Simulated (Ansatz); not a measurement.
Working through a phonon calculation by linear response of CsH, space group Pm-3m

Computed with Ansatz 0.2.0, Python API.

Notebook, run cell by cell (the value of a cell's last expression is shown):

In [1]:
```python
from pathlib import Path
import warnings

import ansatz as az
from ase import Atoms
import numpy as np
```

In [2]:
```python
warnings.simplefilter("ignore", az.DeckWarning)
```

In [3]:
```python
atoms = Atoms(
    ["Cs", "H"],
    scaled_positions=[
        (0.0, 0.0, 0.0),
        (0.5, 0.5, 0.5),
    ],
    cell=[
        (3.818409, 0.0, 0.0),
        (0.0, 3.818409, 0.0),
        (0.0, 0.0, 3.818409),
    ],
    pbc=True,
)
cell = az.Crystal.from_ase(atoms)
```

In [4]:
```python
cell.resolved().sites[-1]
```
Out [4]:
```text
Site(symbol='H', position=(0.5, 0.5, 0.5), moment=None, axis=None, held=None, saved=None)
```

In [5]:
```python
model = (
    cell.calculation()
    .functional(az.Functional.LDA)
    .pseudopotentials("paw")
    .basis(20 * az.Ha)
    .occupations("fixed")
    .initial_density(normalization="atom")
    .kpoints(6, 6, 6)
    .phonons("dfpt")
)
res = model.run(threads=1, backend="cpu", runs_dir="runs")
ph = res.phonons
```

In [6]:
```python
print("Gamma modes (1/cm):", " ".join(f"{w:.1f}" for w in ph.gamma_omega_inv_cm))
print("in meV:", " ".join(f"{w * 0.1239842:.2f}" for w in ph.gamma_omega_inv_cm))
```
```text
Gamma modes (1/cm): 0.0 0.0 0.0 280.3 280.3 280.3
in meV: 0.00 0.00 0.00 34.76 34.76 34.76
```

Reading the output:
- These settings explore the input space; cutoff and mesh may be short of convergence.
- The cell isn't relaxed first, so the values belong to this volume.
- No non-analytic term is added, so at the zone centre the longitudinal optical modes of a polar crystal aren't split off.
- The structure comes from a database of computed cells and needn't be a stable or known phase.
- The structure is taken as given; imaginary modes can come from an unrelaxed or unstable start.
- Run time: 6.3 s on 1 thread of Arm Neoverse V2 (shared host), peak memory 0.46 GiB.

(Lines on the test bed's own set-up are left out of the output.)
